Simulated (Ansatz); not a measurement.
Set up this calculation in Ansatz 0.2.0, as the native input.

| Property | Result |
| --- | --- |
| Task | single point |
| Functional | PBE |
| Potentials or basis | Ansatz PAW |
| Cutoff | 420 eV (not typed: the program's choice for these potentials) |
| k mesh | 6 × 6 × 1 |
| Occupations | fermi-dirac, width 0.05 eV |
| Spin | no spin polarisation |
| Boundary along the surface normal | dipole_correction |
| Miller | 1 × 1 × 1 |
| Adsorbate | H2 |
| Bulk formula | Pt |

HPt6, a slab with vacuum:

```
Pt H
1.0
     5.53778    0.00000    0.00000
    -2.76889    4.79586    0.00000
     0.00000    0.00000   22.52158
Pt H
12 2
Direct
  0.33333 0.16667 0.35521
  0.33333 0.66667 0.35521
  0.83333 0.16667 0.35521
  0.83333 0.66667 0.35521
  0.66667 0.33333 0.45560
  0.66667 0.83333 0.45560
  0.16667 0.33333 0.45560
  0.16667 0.83333 0.45560
  0.00000 0.50000 0.55598
  0.00000 0.00000 0.55598
  0.50000 0.50000 0.55598
  0.50000 0.00000 0.55598
  0.50000 0.00000 0.67054
  0.58242 0.92612 0.67054
```

The cell isn't the ideal one: H2 (flat) over a top site of the (1 1 1) slab of Pt, cut from the database cell, not relaxed.

These files were run (other wordings do the same):

input.yaml

```yaml
crystal:
  lattice:
    - [5.5377774675, 0.0, 0.0]
    - [-2.7688887338, 4.7958559674, 0.0]
    - [0.0, 0.0, 22.5215763682]
  atoms:
    - { symbol: Pt, position: [0.3333333333, 0.1666666667, 0.3552149223] }
    - { symbol: Pt, position: [0.3333333333, 0.6666666667, 0.3552149223] }
    - { symbol: Pt, position: [0.8333333333, 0.1666666667, 0.3552149223] }
    - { symbol: Pt, position: [0.8333333333, 0.6666666667, 0.3552149223] }
    - { symbol: Pt, position: [0.6666666667, 0.3333333333, 0.4555981347] }
    - { symbol: Pt, position: [0.6666666667, 0.8333333333, 0.4555981347] }
    - { symbol: Pt, position: [0.1666666667, 0.3333333333, 0.4555981347] }
    - { symbol: Pt, position: [0.1666666667, 0.8333333333, 0.4555981347] }
    - { symbol: Pt, position: [0.0, 0.5, 0.5559813471] }
    - { symbol: Pt, position: [0.0, 0.0, 0.5559813471] }
    - { symbol: Pt, position: [0.5, 0.5, 0.5559813471] }
    - { symbol: Pt, position: [0.5, 0.0, 0.5559813471] }
    - { symbol: H, position: [0.5, 0.0, 0.6705381596] }
    - { symbol: H, position: [0.582424335, -0.0738823994, 0.6705381596] }
hamiltonian:
  xc: pbe
  pseudopotentials: { kind: paw }
kpoints:
  mp_grid: { grid: [6, 6, 1] }
scf:
  occupations: { method: fermi_dirac, width: 0.05 }
output:
  forces: true
  eigenvalues: true
efield:
  axis: 3
  dipole_correction: true
  ramp_width: 0.04
```

Potentials or basis: Ansatz PAW.

Run with:

```sh
$ ansatz run input.yaml --threads 4 --pin off --max-ram 11264MiB --backend cpu --events-out ev --progress --plain --runs-dir out
```

Results of the run:

```yaml
Largest_force: 0.634 eV/Å
Band_gap_on_the_k_mesh: none (metal or under the smearing width)
Work_function_of_the_upper_face: 5.37 eV
Work_function_of_the_lower_face: 5.79 eV
Dipole_across_the_slab: 0.061 e·Å
```

Run time: 47 s on 4 threads of Arm Neoverse V1, on a shared host, peak memory 2.2 GiB.
